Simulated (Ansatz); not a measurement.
Write a Python script for the Ansatz DFT code, driven from Python that makes a comparison of enthalpies under pressure of two structures of ZrB. Settings (first run): PBE, PAW, cutoff 510 eV, 9×9×9 k-points, Fermi-Dirac smearing of 0.1 eV.

`zrb.py`
```python
"""Pressure at which two phases of ZrB cross."""

import csv
import warnings

import ansatz
import numpy as np

CUTOFF = 510
K_SPACING = 0.27
FILLING = "fermi_dirac"
SMEARING_WIDTH = 0.1


def rocksalt(a_site, b_site, a):
    return ansatz.Crystal.rocksalt(a_site, b_site, a=a)


def cscl(A, B, a):
    return (
        ansatz.Lattice.cubic(a)
        .space_group(221)
        .atom(A, [0, 0, 0])
        .atom(B, [0.5, 0.5, 0.5])
    )


def ground_state(name, crystal, pressure=0.0):
    calc = (
        crystal.calculation()
        .functional(ansatz.Functional.PBE)
        .basis(CUTOFF)
        .kpoints(spacing=K_SPACING)
        .occupations(FILLING, width=SMEARING_WIDTH)
    )
    calc = calc.relax(force_tolerance=0.03, max_steps=40, cell=True, pressure=pressure)
    return calc.run(threads=1, backend="cpu")


def volume_per_atom(outcome):
    return abs(np.linalg.det(outcome.lattice.cell_ang)) / len(outcome.lattice.sites)

warnings.simplefilter("ignore", ansatz.DeckWarning)

phases = {}
phases["rocksalt"] = rocksalt("Zr", "B", 4.91)
phases["CsCl"] = cscl("Zr", "B", 3.02)

# H = E + PV, with 1 eV per cubic angstrom equal to 160.2 GPa
pressures = [0, 10, 20, 30]
enthalpy, volume = {name: [] for name in phases}, {name: [] for name in phases}
for p in pressures:
    for name, crystal in phases.items():
        o = ground_state(name, crystal, pressure=p)
        volume[name].append(volume_per_atom(o))
        enthalpy[name].append(o.report["energy_sigma0_ev"] / len(o.lattice.sites) + p * volume[name][-1] / 160.21766)
gap = np.array(enthalpy["CsCl"]) - np.array(enthalpy["rocksalt"])
rows = [(p, va, vb, 1000 * d) for p, va, vb, d in zip(pressures, volume["rocksalt"], volume["CsCl"], gap)]
with open("transition.csv", "w", newline="") as handle:
    writer = csv.writer(handle)
    writer.writerow(["P (GPa)", "V rocksalt (A^3/atom)", "V CsCl (A^3/atom)", "H(CsCl) - H(rocksalt) (meV/atom)"])
    writer.writerows([round(v, 4) if isinstance(v, float) else v for v in row] for row in rows)
print(open("transition.csv").read())
crossings = [p0 - g0 * (p1 - p0) / (g1 - g0) for p0, p1, g0, g1 in zip(pressures, pressures[1:], gap, gap[1:]) if g0 * g1 < 0]
print("crossing near", [round(float(p), 1) for p in crossings], "GPa") if crossings else print("no crossing in this range")
```

Output of `python zrb.py`:
```text
P (GPa),V rocksalt (A^3/atom),V CsCl (A^3/atom),H(CsCl) - H(rocksalt) (meV/atom)
0,14.7497,13.8318,521.2521
10,13.9462,13.0526,463.8248
20,13.3146,12.4444,408.1724
30,12.7941,11.9463,354.0924

no crossing in this range
```

Spin is left out of this run. At a fixed pressure a relaxation lowers the enthalpy F + PV, while F alone can rise. For the metals among these phases the mesh is modest: differences between phases can be off by up to 40 meV an atom. Only these two structures are compared, at zero temperature and with their symmetry kept; either may be hypothetical, and another phase may be lower than both. Differences under about 40 meV an atom lie within the error of mesh and functional. The cells are prototypes set up for this calculation and needn't exist. Run time: 30 s on 1 thread of Intel(R) Xeon(R) Platinum 8375C CPU @ 2.90GHz (Ice Lake), with other jobs on the host, peak memory 0.43 GiB.
